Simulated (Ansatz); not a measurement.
This script drives Ansatz 0.2.0 through its Python package.

`licd3_cohesive.py`
```python
# -*- coding: utf-8 -*-
"""Binding of LiCd3 against spin-polarised atoms in a box."""

from collections import Counter
import warnings

import ansatz as az

ECUT = 600
K_SPACING = 0.15
OCCUPATIONS = "fermi_dirac"
WIDTH_EV = 0.02

PHASES = {
    "LiCd3": (
        [(0.0, 3.39671, 3.39671), (3.39671, 0.0, 3.39671), (3.39671, 3.39671, 0.0)],
        [
            ("Li", (0.0, 0.0, 0.0)),
            ("Cd", (0.25, 0.25, 0.25)),
            ("Cd", (0.75, 0.75, 0.75)),
            ("Cd", (0.5, 0.5, 0.5)),
        ],
    ),
}


def build(vectors, sites):
    crystal = az.Crystal(lattice=az.Lattice.of(vectors))
    for symbol, position in sites:
        crystal = crystal.atom(symbol, position)
    return crystal


def counts(outcome):
    return Counter(site.symbol for site in outcome.lattice.sites)

UNPAIRED = {"Li": 1, "Cd": 0}  # unpaired electrons of the free atoms


def solve(name, crystal):
    calc = (
        crystal.calculation()
        .functional(az.Functional.R2SCAN)
        .basis(ECUT)
        .kpoints(spacing=K_SPACING)
        .occupations(OCCUPATIONS, width=WIDTH_EV)
    )
    if name.endswith(" atom"):
        calc = calc.kpoints(1, 1, 1).occupations("fermi_dirac", width=0.01)
        if UNPAIRED[name.split()[0]]:
            calc = calc.spin("collinear")
        return calc.run()
    calc = calc.relax(force_tolerance=0.01, cell=True)
    return calc.run()

warnings.simplefilter("ignore", az.DeckWarning)

phases = {name: build(*cell) for name, cell in PHASES.items()}
# a box with unlike edges lets an open shell break the spherical symmetry
for element, moment in UNPAIRED.items():
    phases[f"{element} atom"] = az.Lattice.orthorhombic(10.0, 10.5, 11.0).atom(element, (0.5, 0.5, 0.5), moment=moment or None)

done = {name: solve(name, crystal) for name, crystal in phases.items()}

print({element: round(done[f"{element} atom"].report["magnetization_mub"], 2) for element in UNPAIRED}, "muB on the free atoms")
solid = done["LiCd3"]
n = counts(solid)
binding = (sum(k * done[f"{e} atom"].report["energy_sigma0_ev"] for e, k in n.items()) - solid.report["energy_sigma0_ev"]) / sum(n.values())
print(f"cohesive energy {binding:.3f} eV/atom = {96.4853 * binding:.0f} kJ/mol of atoms (no zero-point energy)")
```

It is started by `python licd3_cohesive.py`. Estimate its wall time and peak memory on 1 thread of Arm Neoverse V1, with other jobs on the host.

It took about 16 min, with a peak of 2.6 GiB, for 3 runs of the engine.

```console
$ python licd3_cohesive.py
{'Li': 1.0, 'Cd': 0.0} muB on the free atoms
cohesive energy 1.366 eV/atom = 132 kJ/mol of atoms (no zero-point energy)
```

Notes:
- The magnetic order follows from the starting moments and needn't be the lowest.
- For the metals among these phases the mesh is modest: differences between phases can be off by up to 40 meV an atom.
- r2SCAN tends to overestimate the moments of itinerant magnets.
- The cells come from databases of deposited and of computed structures, and not all need be stable phases.
- Free atoms in a box carry small image and symmetry errors, and spin-orbit coupling is left out.
